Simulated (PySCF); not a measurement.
**Ways to converge the SCF of BiF⁻**

Do solver options change the result for BiF⁻, or only the number of cycles?

The runs use PySCF 2.14.0; each script names its method and basis.

5 further runs of the same task are left out: 3 for a known fault of the program, 2 that didn't finish.

## (1) The starting structure

BiF⁻: 2 atoms, charge -1, spin multiplicity 2.

Bond lengths: Bi1–F2 2.284 Å.

## (2) Base script

The input, input.py:

```python
from pyscf import gto, scf, mp

mol = gto.M(
    atom='Bi 0 0 0; F 0 0 2.284',
    basis='jorge-dzp-dkh',
    charge=-1,
    spin=1,
    verbose=4,
)
mf = scf.UHF(mol)
mf = mf.sfx2c1e()
mf.kernel()
mp.MP2(mf, frozen=35).kernel()
mf.dip_moment()
print('orbital energies (hartree):', [e[max(0, n-3):n+3].round(4) for e, n in zip(mf.mo_energy, mol.nelec)])
```

On the command line:

```console
$ OMP_NUM_THREADS=1 python input.py
```

The log of this run is left out.

In short: E(SCF) = -21445.635658 Eh, 12 cycles, E(MP2) − E(SCF) = -0.51049 Eh, ⟨S²⟩ = 0.755.

The bond length is a typed value, not an optimised one. The dipole of an ion depends on the origin.

## (3) Level shift 1 hartree

Edit 1 changes level shift: none → 1 hartree.

The input, input.py:

```python
from pyscf import gto, scf, mp

mol = gto.M(
    atom='Bi 0 0 0; F 0 0 2.284',
    basis='jorge-dzp-dkh',
    charge=-1,
    spin=1,
    verbose=4,
)
mf = scf.UHF(mol)
mf = mf.sfx2c1e()
mf.level_shift = 1.0
mf.kernel()
mp.MP2(mf, frozen=35).kernel()
mf.dip_moment()
print('orbital energies (hartree):', [e[max(0, n-3):n+3].round(4) for e, n in zip(mf.mo_energy, mol.nelec)])
```

On the command line:

```console
$ OMP_NUM_THREADS=1 python input.py
```

## (4) Level shift 0.3 hartree

Edit 2 changes level shift: none → 0.3 hartree.

Edit input.py of step 2 so:

```diff
@@ -11,2 +11,3 @@
 mf = mf.sfx2c1e()
+mf.level_shift = 0.3
 mf.kernel()
```

## (5) Convergence threshold 1e-11 hartree

Edit 3 changes convergence threshold: default → 1e-11 hartree.

Edit input.py of step 2 so:

```diff
@@ -11,2 +11,3 @@
 mf = mf.sfx2c1e()
+mf.conv_tol = 1e-11
 mf.kernel()
```

## (6) Convergence threshold 1e-07 hartree

Edit 4 changes convergence threshold: default → 1e-07 hartree.

Edit input.py of step 2 so:

```diff
@@ -11,2 +11,3 @@
 mf = mf.sfx2c1e()
+mf.conv_tol = 1e-07
 mf.kernel()
```

## (7) Level shift -0.2 hartree

Edit 5 changes level shift: none → -0.2 hartree.

Edit input.py of step 2 so:

```diff
@@ -11,2 +11,3 @@
 mf = mf.sfx2c1e()
+mf.level_shift = -0.2
 mf.kernel()
```

## (8) Initial guess huckel

Edit 6 changes initial guess: minao → huckel.

Edit input.py of step 2 so:

```diff
@@ -11,2 +11,3 @@
 mf = mf.sfx2c1e()
+mf.init_guess = 'huckel'
 mf.kernel()
```

Q: Predict the outcome of this session. Wanted: for each run, E(SCF); from base; gap, α spin; after the SCF.

The runs gave:

| run | E(SCF) (hartree) | from base (eV) | cycles | gap, α spin (eV) | after the SCF |
| --- | --- | --- | --- | --- | --- |
| base | -21445.635658 | 0 | 12 | 8.54 | MP2 correlation -13.891 eV, core frozen |
| level shift 1 hartree | -21445.635658 | 0.0000 | 28 | 8.54 | MP2 correlation -13.891 eV, core frozen |
| level shift 0.3 hartree | -21445.635658 | 0.0000 | 18 | 8.54 | MP2 correlation -13.891 eV, core frozen |
| convergence threshold 1e-11 hartree | -21445.635658 | 0.0000 | 19 | 8.54 | MP2 correlation -13.891 eV, core frozen |
| convergence threshold 1e-07 hartree | -21445.635658 | 0.0000 | 10 | 8.54 | MP2 correlation -13.891 eV, core frozen |
| level shift -0.2 hartree | -21445.635658 | 0.0000 | 22 | 8.54 | MP2 correlation -13.891 eV, core frozen |
| initial guess huckel | -21445.635658 | 0.0000 | 16 | 8.54 | MP2 correlation -13.891 eV, core frozen |

Distance from each run's final energy (log10 hartree) by cycle:

| run | cycle 1 | cycle 2 | cycle 3 | cycle 5 | cycle 8 | cycle 12 |
| --- | --- | --- | --- | --- | --- | --- |
| base | -0.7 | -1.4 | -2.2 | -4.1 | -6.8 | -10.0 |
| level shift 1 hartree | -0.7 | -1.6 | -2.0 | -2.7 | -3.6 | -4.9 |
| level shift 0.3 hartree | -0.7 | -1.6 | -2.6 | -3.6 | -5.2 | -7.1 |
| convergence threshold 1e-11 hartree | -0.7 | -1.4 | -2.2 | -4.1 | -6.8 | -9.3 |
| convergence threshold 1e-07 hartree | -0.7 | -1.4 | -2.2 | -4.1 | -6.8 | done |
| level shift -0.2 hartree | -0.6 | -1.0 | -1.4 | -2.7 | -4.1 | -5.6 |
| initial guess huckel | 0.6 | 0.0 | -0.1 | -2.2 | -4.4 | -6.1 |

In words: No change of the SCF energy comes from level shift 1 hartree or level shift 0.3 hartree or convergence threshold 1e-11 hartree or convergence threshold 1e-07 hartree or level shift -0.2 hartree or initial guess huckel. The base needs 12 cycles and the run with level shift 1 hartree needs 28.
